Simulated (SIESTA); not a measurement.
Write the native input for SIESTA 5.4.2 that does the following.

| Quantity | Value |
| --- | --- |
| Task | relaxation of the atoms |
| Functional | PBEsol |
| Potentials or basis | PseudoDojo 0.4 standard (PBEsol files) |
| Basis | DZP (energy shift 0.003 Ry; two zetas on semicore shells) |
| Grid cutoff | 500 Ry |
| Energy shift | 0.003 Ry |
| k mesh | 9 × 9 × 1 |
| Occupations | fermi-dirac, width 0.05 eV |
| Spin | no spin polarisation |
| dipole correction | yes |
| optimiser | FIRE |
| force tolerance | 0.01 eV/Å |

Sheet: Bi, a sheet with vacuum.

```
Bi
1.0
     3.12932    0.00000    0.00000
     0.00000    3.12932    0.00000
     0.00000    0.00000   23.80000
Bi
1
Direct
  0.50000 0.50000 0.29412
```

The cell was built by a generator and needn't be a form met in nature.

The input as run:

Bi.fdf

```
SystemName                      Bi
SystemLabel                     Bi
NumberOfSpecies                 1
NumberOfAtoms                   1
%block ChemicalSpeciesLabel
  1  83 Bi
%endblock ChemicalSpeciesLabel
%include structure.fdf

%block kgrid.MonkhorstPack
    9   0   0  0.0
    0   9   0  0.0
    0   0   1  0.0
%endblock kgrid.MonkhorstPack
XC.Functional                   GGA
XC.Authors                      PBEsol
PAO.BasisSize                   DZP
PAO.EnergyShift                 0.003 Ry
Mesh.Cutoff                     500 Ry
OccupationFunction              FD
ElectronicTemperature           0.05 eV
Slab.DipoleCorrection           vacuum
MaxSCFIterations                120
SCF.MustConverge                false
SCF.Mixer.Method                Pulay
SCF.Mixer.Weight                0.25
SCF.Mixer.History               8
SCF.DM.Tolerance                5.0e-05
SCF.H.Tolerance                 1.0e-03 eV
WriteForces                     true
Charge.Mulliken                 end
MD.TypeOfRun                    FIRE
MD.Steps                        40
MD.MaxForceTol                  0.01 eV/Ang
MD.MaxDispl                     0.1 Ang
WriteCoorStep                   true
AtomCoorFormatOut               Fractional
%block PAO.Basis
  Bi 4
  n=6 0 2
    5.772 0.000
  n=6 1 2
    8.065 0.000
  n=5 2 2
    3.889 0.000
  n=6 2 1
    8.065
%endblock PAO.Basis
```

structure.fdf

```
LatticeConstant                 1.0 Ang
%block LatticeVectors
     3.1293200000     0.0000000000     0.0000000000
     0.0000000000     3.1293200000     0.0000000000
     0.0000000000     0.0000000000    23.8000000000
%endblock LatticeVectors
AtomicCoordinatesFormat         Fractional
%block AtomicCoordinatesAndAtomicSpecies
     0.5000000000     0.5000000000     0.2941200000  1  Bi
%endblock AtomicCoordinatesAndAtomicSpecies
```

Potentials or basis: PseudoDojo 0.4 standard (PBEsol files), DZP (energy shift 0.003 Ry; two zetas on semicore shells).

Run with:

```bash
$ siesta < Bi.fdf > Bi.out 2>&1
```

It gave:

- Band gap on the k mesh: none (metal or under the smearing width)

Caveat: the relaxation stopped at its first step, so nothing moved; spin-orbit coupling is left out, which moves the levels of the heavy elements; the basis of atomic orbitals isn't converged, which shifts pressures, moduli and gaps.

It took 12 s on 1 thread of Intel(R) Xeon(R) Platinum 8488C (Sapphire Rapids), on a shared host, peak memory 0.31 GiB.
